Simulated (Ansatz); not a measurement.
**GeN− (quintet): wave-function methods side by side, aug-cc-pVDZ**

One table from this session's results is given with a row withheld; the runs are named, their logs left out.

The runs use Ansatz 0.2.0, Gaussian basis; aug-cc-pVDZ, core rule «outside noble gas», up to 15 orbitals frozen.

To be run: UHF; CCSD(T) on ROHF; CCSD(T) on UHF; BCCD(T) on ROHF; CISD as a restricted active space (open shells left free, so some higher excitations enter); CCSDT(Q) on ROHF; CCSDT(Q) on UHF; CASSCF and MRCISD+Q, 10 electrons in 8 orbitals; CASSCF and NEVPT2, 10 electrons in 8 orbitals.

11 further runs of the same task are left out: 2 that didn't finish, 9 set aside as unsound or not needed. Runs told in other sessions of the task aren't counted.

**The geometry**

The geometry is a PBE0/def2-TZVPD stationary point (not a proven minimum) of the parent state, kept for this charge and spin. No spin-orbit coupling is included. The filled d shell of Ge may be among the frozen orbitals whatever the setting's name suggests.

2 atoms, charge -1, spin multiplicity 5.

Atoms are counted from 1 here; the program's logs count them from 0.

Bond lengths: Ge1–N2 1.821 Å.

Set-up of the first run:

in.yaml reads:

```yaml
crystal:
  periodic: [false, false, false]
  atoms:
    - {symbol: Ge, position_ang: [0.000000, 0.000000, 0.000000]}
    - {symbol: N, position_ang: [0.000000, 0.000000, 1.821500]}
basis:
  gaussian: {orbitals: aug-cc-pVDZ}
total_charge: -1
magnetization: {spin_polarized: true, initial_magnetization: 4}
hamiltonian: {xc: hf}
output: {orbitals: {seedname: orbitals}}
```

Command:

```console
$ ansatz run in.yaml --threads 1 --pin off --events-out ev --progress --plain --max-ram 2393MiB
```

Steps of the session up to this table: UHF; CCSD(T) on ROHF; CCSD(T) on UHF; BCCD(T) on ROHF; CISD as a restricted active space (open shells left free, so some higher excitations enter); CCSDT(Q) on ROHF; CCSDT(Q) on UHF; CASSCF and MRCISD+Q, 10 electrons in 8 orbitals; CASSCF and NEVPT2, 10 electrons in 8 orbitals.

One table of the session follows, with a row left open; its other results are not shown here.

```
          method  from UCCSDT(Q) (meV)
            ROHF               +5774.1
             UHF               +5461.6
            RMP2               +1052.0
            UMP2               +1076.2
           RCCSD                +214.9
           UCCSD                +204.0
        RCCSD(T)                 +51.2
        UCCSD(T)                 +45.6
         BCCD(T)                 +51.6
          RCCSDT                 +16.5
          UCCSDT                  +9.7
       RCCSDT(Q)                  +7.3
       UCCSDT(Q)                     0
  CASSCF valence               +5222.7
  NEVPT2 valence               +1182.8
  MRCISD valence                +504.6
MRCISD+Q valence                     ?
```

Q: Estimate the row for MRCISD+Q valence from the others.

**Answer.** from UCCSDT(Q) (meV): +60.1. In the column «from UCCSDT(Q) (meV)» it lies between BCCD(T) (+51.6) and UCCSD (+204.0).

Not comparable, so not listed: CISD as a restricted active space (open shells left free, so some higher excitations enter) (they don't share determinant, frozen orbitals or solution with the rows shown, or repeat one).

To keep in mind: Restricted and unrestricted rows rest on different reference determinants; a gap between their highest levels can come from leftover correlation error, from unlike frozen cores or from another state.
